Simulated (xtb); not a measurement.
# C3H9ClGe (SMILES CC(Cl)[CH2][GeH3]): GFN0-xTB

Aim: the electronic atomisation energy of C3H9ClGe at GFN0-xTB, from 5 runs. 

Program for the calculation: xtb 6.7.1.

1 further run of the same task is left out (set aside as unsound or not needed).

### 1 The molecule

C3H9ClGe has 14 atoms, charge 0, and is taken as a singlet. SMILES: `CC(Cl)[CH2][GeH3]`. Geometry: a GFN2-xTB relaxation, a rough one for these elements and not checked as a minimum. This is one conformer, not always the lowest.

Bond lengths: C1–C2 1.516 Å, C2–Cl3 1.787 Å, C2–C4 1.515 Å, C4–Ge5 1.981 Å, C1–H6 1.089 Å, C1–H7 1.088 Å, C1–H8 1.088 Å, C2–H9 1.094 Å, C4–H10 1.092 Å, C4–H11 1.091 Å, Ge5–H12 1.493 Å, Ge5–H13 1.489 Å, Ge5–H14 1.500 Å. Some angles: C1–C2–Cl3 109.6°, C1–C2–C4 113.8°, Cl3–C2–C4 107.3°, C2–C4–Ge5 110.6°, C1–C2–H9 110.4°, Cl3–C2–H9 105.1°, C4–C2–H9 110.2°, C2–C1–H6 109.4°, C2–C1–H7 110.4°, C2–C1–H8 110.8°.

### 2 Energy and gradient at GFN0-xTB

Input file struc.xyz:

```xyz
14
C3H9ClGe
C     -1.80074000     0.75207000     0.78110000
C     -0.45291000     0.67893000     0.09033000
Cl     0.80463000     1.37407000     1.15310000
C     -0.01993000    -0.73088000    -0.25697000
Ge     1.90624000    -0.77427000    -0.71761000
H     -2.56730000     0.34256000     0.12456000
H     -1.78645000     0.17551000     1.70391000
H     -2.05708000     1.78218000     1.01841000
H     -0.44917000     1.30664000    -0.80515000
H     -0.20057000    -1.39058000     0.59395000
H     -0.63039000    -1.09973000    -1.08320000
H      2.28636000     0.43639000    -1.50424000
H      2.78504000    -0.88110000     0.47928000
H      2.18228000    -1.97180000    -1.57747000
```

Command:

```console
$ xtb --json --grad --gfn 0 --chrg 0 -- struc.xyz > out.txt
```

The program printed:

```text
* xtb version 6.7.1
[...]
          :  # basis functions                  50          :
[...]
          :  # electrons                        32          :
[...]
 Zeroth order Hamiltonian       ...        0 min,  0.000 sec (  9.591%)
[...]
         ::                     SUMMARY                     ::
         :::::::::::::::::::::::::::::::::::::::::::::::::::::
         :: total energy             -17.730730715573 Eh    ::
         :: gradient norm              0.020535136090 Eh/a0 ::
         :: HOMO-LUMO gap              5.833672930844 eV    ::
         ::.................................................::
         :: H0 energy                -17.803929398458 Eh    ::
         :: repulsion energy           0.182011237191 Eh    ::
         :: electrostat energy        -0.104654463462 Eh    ::
         :: -> Gsolv                   0.000000000000 Eh    ::
         ::    -> Gsasa                0.000000000000 Eh    ::
         ::    -> Gshift               0.000000000000 Eh    ::
         :: dispersion energy         -0.004158090843 Eh    ::
         :: short-range corr.          0.000000000000 Eh    ::
         :: add. restraining           0.000000000000 Eh    ::
         :: total charge              -0.000000000000 e     ::
         :::::::::::::::::::::::::::::::::::::::::::::::::::::
[...]
        16        2.0000           -0.4364751             -11.8771 (HOMO)
        17                         -0.2220916              -6.0434 (LUMO)
[...]
          | TOTAL ENERGY              -17.730730715573 Eh   |
          | GRADIENT NORM               0.020535136090 Eh/α |
          | HOMO-LUMO GAP               5.833672930844 eV   |
           -------------------------------------------------
[...]
```

Standard error:

```text
normal termination of xtb
```

It took 0.034 s on 1 thread of Intel Xeon Platinum 8559C (Emerald Rapids), shared host.

### 3 The C atom: a single-point energy at GFN0-xTB

Input file detailed.inp:

```
$chrg 0
$spin 2
$end
```

Input file in.coord:

```
$coord angs
     0.0000000     0.0000000     0.0000000  C
$end
```

Command:

```console
$ xtb in.coord -I detailed.inp --gfn 0 --json > xtb.out
```

The program printed:

```text
* xtb version 6.7.1
[...]
          :  # basis functions                   4          :
[...]
          :  # electrons                         4          :
[...]
 Zeroth order Hamiltonian       ...        0 min,  0.000 sec ( 22.533%)
[...]
         ::                     SUMMARY                     ::
         :::::::::::::::::::::::::::::::::::::::::::::::::::::
         :: total energy              -1.879860475670 Eh    ::
         :: gradient norm              0.000000000000 Eh/a0 ::
         :: HOMO-LUMO gap              0.000000000000 eV    ::
         ::.................................................::
         :: H0 energy                 -1.879860475670 Eh    ::
         :: repulsion energy           0.000000000000 Eh    ::
         :: electrostat energy         0.000000000000 Eh    ::
         :: -> Gsolv                   0.000000000000 Eh    ::
         ::    -> Gsasa                0.000000000000 Eh    ::
         ::    -> Gshift               0.000000000000 Eh    ::
         :: dispersion energy          0.000000000000 Eh    ::
         :: short-range corr.          0.000000000000 Eh    ::
         :: add. restraining           0.000000000000 Eh    ::
         :: total charge               0.000000000000 e     ::
         :::::::::::::::::::::::::::::::::::::::::::::::::::::
[...]
         3        0.6667           -0.3600528              -9.7975 (HOMO)
         4        0.6667           -0.3600528              -9.7975 (LUMO)
[...]
          | TOTAL ENERGY               -1.879860475670 Eh   |
          | GRADIENT NORM               0.000000000000 Eh/α |
          | HOMO-LUMO GAP               0.000000000000 eV   |
           -------------------------------------------------
[...]
```

Standard error:

```text
normal termination of xtb
```

It took 0.025 s on 1 thread of Intel Xeon Platinum 8559C (Emerald Rapids), shared host.

### 4 The Cl atom: the energy at GFN0-xTB

Input file coord:

```
$coord angs
     0.0000000     0.0000000     0.0000000  Cl
$end
```

Run the same way, it converges to -4.20497 Eh (log not shown).

### 5 The Ge atom: the energy at GFN0-xTB

Input file .CHRG:

```
0
```

Input file .UHF:

```
2
```

Input file struc.tmol:

```
$coord
      0.000000000000      0.000000000000      0.000000000000  ge
$end
```

Run the same way, it converges to -1.82031 Eh (log not shown).

### 6 The H atom: a single-point energy at GFN0-xTB

Input file coord:

```
$coord
      0.000000000000      0.000000000000      0.000000000000  h
$end
```

Run the same way, it converges to -0.43814 Eh (log not shown).

### 7 What came out

At GFN0-xTB:

```
                                quantity          value
                  molecule: total energy   -17.73073 Eh
                 molecule: dipole moment         2.46 D
                   molecule: HOMO energy      -11.88 eV
                   molecule: LUMO energy       -6.04 eV
                 molecule: HOMO–LUMO gap        5.83 eV
             molecule: dispersion energy  -10.92 kJ/mol
      molecule: largest force on an atom     0.551 eV/Å
molecule: mean polarisability (D4 model)     86.4 bohr³
                    C atom: total energy    -1.87986 Eh
                   C atom: dipole moment         0.00 D
     C atom: HOMO energy (partly filled)       -9.80 eV
                     C atom: LUMO energy       -9.80 eV
  C atom: mean polarisability (D4 model)     12.3 bohr³
                   Cl atom: total energy    -4.20497 Eh
                  Cl atom: dipole moment         0.00 D
    Cl atom: HOMO energy (partly filled)      -12.37 eV
                    Cl atom: LUMO energy       -1.90 eV
 Cl atom: mean polarisability (D4 model)     14.7 bohr³
                   Ge atom: total energy    -1.82031 Eh
                  Ge atom: dipole moment         0.00 D
    Ge atom: HOMO energy (partly filled)       -9.18 eV
                    Ge atom: LUMO energy       -9.18 eV
 Ge atom: mean polarisability (D4 model)     41.6 bohr³
                    H atom: total energy    -0.43814 Eh
                   H atom: dipole moment         0.00 D
     H atom: HOMO energy (partly filled)      -11.92 eV
           electronic atomisation energy      57.759 eV
```

**Reading.** The method runs without spin polarisation, so open shells lack the exchange term that lowers high spin: such energies come out too high. The largest force (molecule) is 0.55 eV/Å: the shape isn't a stationary point for this species at this level. Taking the molecule apart into free atoms costs 57.76 eV (5573 kJ/mol), before zero-point energy and without spin-orbit coupling. Tight-binding and semi-empirical models aren't fitted to free atoms, so this value can be far from the true one.
